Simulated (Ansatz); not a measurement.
# Sn5Se6S4: levels at named points

The task here is to estimate one member of a computed series from the others.

Program: Ansatz 0.2.0. Level of theory: DFT PBE+D3(BJ), scalar-relativistic, plane waves, PAW. These are calculated values, not measurements.

That is the level of the relaxation; later steps name their own.

2 further runs of the same task are left out: 2 set aside as unsound or not needed.

## The structure to begin with

The structure is triclinic, space group P1 (No. 1). Conventional cell: a = 5.949 Å, b = 6.530 Å, c = 9.977 Å, α = 70.90°, β = 89.97°, γ = 89.88°. Around Sn (site symmetry 1) lie 2 S at 2.60 to 2.62 Å and 4 Se at 2.69 to 2.74 Å. Around Sn (site symmetry 1) lie 3 S at 2.61 to 2.63 Å and 3 Se at 2.68 to 2.72 Å. Around Sn (site symmetry 1) lie 2 S at 2.59 to 2.60 Å and 4 Se at 2.70 to 2.75 Å. Sn (site symmetry 1) has 2 S at 2.60 to 2.62 Å and 4 Se at 2.70 to 2.73 Å as nearest neighbours. Around Sn (site symmetry 1) lie 3 S at 2.58 to 2.60 Å and 3 Se at 2.71 to 2.74 Å. Around Se (site symmetry 1) lie 3 Sn at 2.68 to 2.73 Å. Se (site symmetry 1) has 3 Sn at 2.69 to 2.72 Å as nearest neighbours. Around Se (site symmetry 1) lie 3 Sn at 2.71 to 2.72 Å. Only part of the 15 independent sites is listed.

Coordinates:

```
Sn Se S
1.0
    -0.00081    0.00633   -5.94872
     0.00016   -6.53015    0.00686
    -9.42833    3.26530   -0.00468
Sn Se S
5 6 4
Direct
  0.00281 0.80395 0.60276
  0.00271 0.40295 0.79985
  0.00091 0.60245 0.19704
  0.00454 0.19766 0.40029
  0.00551 0.99309 0.00005
  0.73228 0.46749 0.60234
  0.73294 0.06658 0.80195
  0.73486 0.26387 0.19831
  0.73207 0.86636 0.39814
  0.27231 0.53572 0.40189
  0.27459 0.33351 0.99777
  0.75862 0.66659 0.99949
  0.24740 0.13357 0.59966
  0.24924 0.93229 0.19986
  0.24920 0.73391 0.80061
```

It is the result of an earlier relaxation at this level (volume 24.42 Å³/atom; gap on the mesh: 0.73 eV).

Set-up of the first run:

Contents of input.yaml:

```yaml
crystal:
  lattice:
    - [-0.0008073151, 0.006332386, -5.9487153531]
    - [0.000158365, -6.5301501552, 0.0068618075]
    - [-9.428325303, 3.2653042658, -0.0046814205]
  atoms:
    - { symbol: Sn, position: [0.0028127642, 0.8039463099, 0.6027606004] }
    - { symbol: Sn, position: [0.0027144615, 0.4029548173, 0.7998500442] }
    - { symbol: Sn, position: [0.0009086919, 0.6024542227, 0.1970412233] }
    - { symbol: Sn, position: [0.0045390688, 0.1976634799, 0.4002917103] }
    - { symbol: Sn, position: [0.0055100406, -0.0069138929, 5.10155e-05] }
    - { symbol: Se, position: [0.7322848803, 0.467491228, 0.6023368074] }
    - { symbol: Se, position: [0.7329362022, 0.0665830783, 0.8019519803] }
    - { symbol: Se, position: [0.7348587711, 0.2638689045, 0.1983078433] }
    - { symbol: Se, position: [0.7320663622, 0.8663581665, 0.3981353425] }
    - { symbol: S, position: [0.7586227565, 0.6665869404, -0.0005105881] }
    - { symbol: Se, position: [0.2723110467, 0.5357247613, 0.4018904195] }
    - { symbol: S, position: [0.2473986225, 0.133568814, 0.5996565443] }
    - { symbol: Se, position: [0.2745944829, 0.3335053765, 0.9977686445] }
    - { symbol: S, position: [0.2492376511, 0.9322937946, 0.1998632398] }
    - { symbol: S, position: [0.2492041977, 0.7339139989, 0.8006051727] }
basis:
  ecutwfc: 420
kpoints:
  mp_grid: { grid: [6, 6, 4] }
  band_path: { path: [VBM, CBM], npoints: 2 }
hamiltonian:
  xc: pbe
  dispersion: d3bj
scf:
  occupations: { method: gaussian, width: 0.02 }
output:
  forces: true
  stress: true
  eigenvalues: true
```

Launch:

```bash
$ ansatz run input.yaml --threads 4 --pin off --max-ram 10240MiB --backend cpu --events-out ev --progress --plain --runs-dir out
```

Among the steps run: Band edges over the whole zone; Levels with PBE+D3(BJ); Levels with PBE+D3(BJ) on the hybrid's mesh; Levels with HSE06; The run at PBE+D3(BJ), spin-orbit coupling; Levels with r2SCAN.

One table of the session follows, with a row left open; its other results are not shown here.

```
                          level  gap (eV)  least direct gap (eV)
                     PBE+D3(BJ)      0.66                   1.06
PBE+D3(BJ) on the hybrid's mesh      0.66                   1.08
                          HSE06      1.34                   1.77
PBE+D3(BJ), spin-orbit coupling      0.65                   1.03
                         r2SCAN         ?                      ?
```

**Question.** Estimate the row for r2SCAN.

The run gave: gap (eV): 0.94; least direct gap (eV): 1.36. In the column «gap (eV)» it lies between PBE+D3(BJ) on the hybrid's mesh (0.66) and HSE06 (1.34).

Gaps are by band count over the mesh and the named points; a gap of 0 means that the bands overlap or touch.
